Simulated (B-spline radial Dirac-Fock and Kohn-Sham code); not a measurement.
**An X-ray data sheet for Lu¹⁸⁺, step by step**

Wanted for lutetium as Lu¹⁸⁺: its X-ray form factor and Compton profile and the binding energy of each subshell.

Method: a free atom or ion on a radial basis; each step names its model; computed with B-spline radial Dirac-Fock and Kohn-Sham code, version 2.

## Step 1: The system

The Lu¹⁸⁺ ion, configuration [Kr] 4d10 4f7.

| Quantity | Value |
| --- | --- |
| nuclear charge | 71 |
| electrons | 53 |
| mass number | 175 |
| nuclear rms radius | 5.37 fm |

## Step 2: Form factor and Compton profile

Model: Dirac-Fock average of configuration, finite nucleus; form factor of the spherical density, Waller-Hartree incoherent function, impulse-approximation Compton profiles.

Recorded inputs:

```ini
task = scatter
Z = 71
charge = 18
configuration = 1s2 2s2 2p6 3s2 3p6 3d10 4s2 4p6 4d10 4f7
mass_number = 175
rms_radius = 5.37  # fm
s = [0.0, 0.05, 0.1, 0.15, 0.2, 0.25, 0.3, 0.35, 0.4, 0.45, 0.5, 0.6, 0.7, 0.8, 0.9, 1.0, 1.1, 1.2, 1.4, 1.6, 1.8, 2.0, 2.5, 3.0, 3.5, 4.0, 5.0, 6.0]  # 1/A
pz = [0, 0.1, 0.2, 0.3, 0.4, 0.5, 0.6, 0.8, 1.0, 1.2, 1.4, 1.6, 1.8, 2.0, 2.5, 3.0, 4.0, 5.0, 7.0, 10.0, 15.0, 20.0, 30.0, 40.0, 60.0, 100.0]  # a.u.
photon_energy = [1000, 2000, 5000, 8047.8, 100000, 200000, 500000, 1000000]  # eV
```

## Step 3: Core and valence levels

Model: Dirac-Fock average of configuration, Delta-SCF, finite nucleus, first-order Breit with its frequency dependence, self-energy and vacuum polarisation.

Recorded inputs:

```ini
task = binding
```

What does the calculation give? Wanted: rms radius of the electron cloud; form factor halves at; Compton profile at zero; deepest level listed, K; least bound, N6,7; Kα1.

As calculated:

| quantity | value |
| --- | --- |
| rms radius of the electron cloud | 0.399 bohr |
| form factor halves at | 0.90 1/Å |
| Compton profile at zero | 3.424 1/a.u. |
| deepest level listed, K (1s) | 63792.3 eV |
| least bound, N6,7 (4f) | 449.5 eV |
| Kα1 | 54065.2 eV |
| ionisation energy, NIST (theoretical) | 476.000 eV |

In words: The form factor starts at the 53 electrons and halves by s = 0.90 1/Å. Incoherent scattering outweighs coherent from 200 keV on, among the energies asked. The K (1s) level lies 72.7 eV under Koopmans' value by relaxation alone; Breit gives -199.75 and QED -104.35 eV. NIST's ionisation energy differs by +26.47 eV from the least binding energy; the calculation averages open shells over their j components and terms. The Hartree-Fock and Dirac-Fock values hold no electron correlation.
